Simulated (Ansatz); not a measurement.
# Ge: the cost of one run

Method: DFT PBE, scalar-relativistic, plane waves, PAW, and further levels as typed in the inputs, in Ansatz 0.2.0.

**1. The system as given**

It takes space group I4_1/amd (No. 141, tetragonal). The conventional cell has a = 4.001 Å, b = 4.001 Å, c = 5.771 Å, α = 90.00°, β = 90.00°, γ = 90.00°. Around Ge (site symmetry -4m2) lie 4 Ge at 2.47 Å.

As a file:

```cif
data_structure
_symmetry_space_group_name_H-M 'I4_1/amd:1'
_symmetry_Int_Tables_number 141
_cell_length_a 4.0008
_cell_length_b 4.0008
_cell_length_c 5.7712
_cell_angle_alpha 90.000
_cell_angle_beta 90.000
_cell_angle_gamma 90.000
_cell_volume 92.38
loop_
_atom_site_label
_atom_site_type_symbol
_atom_site_symmetry_multiplicity
_atom_site_Wyckoff_symbol
_atom_site_fract_x
_atom_site_fract_y
_atom_site_fract_z
_atom_site_occupancy
Ge1 Ge 4 a 0.00000 0.50000 0.25000 1
```

**2. Single point: Ge, no spin**

input.yaml

```yaml
crystal:
  lattice:
    - [4.000810168, 0.0, 0.0]
    - [0.0, 4.000810168, 0.0]
    - [0.0, 0.0, 5.77116]
  atoms:
    - { symbol: Ge, position: [0.0, 0.0, 0.0] }
    - { symbol: Ge, position: [0.5, 0.0, 0.25] }
    - { symbol: Ge, position: [0.5, 0.5, 0.5] }
    - { symbol: Ge, position: [0.0, 0.5, 0.75] }
scf:
  occupations: { method: fixed }
  n_extra_bands: 4
output:
  write_density: true
  write_potential: true
  elf: true
  volumetric_format: npy
kpoints:
  mp_grid: { grid: [8, 8, 6] }
hamiltonian:
  xc: pbe
```

Started as:

```bash
$ ansatz run input.yaml --threads 4 --pin off --max-ram 11264MiB --backend cpu --events-out ev --progress --plain --runs-dir out
```

What time and memory should one allow on 4 threads of Arm Neoverse V2, shared host?

About 5.7 s, with a peak of 0.42 GiB.
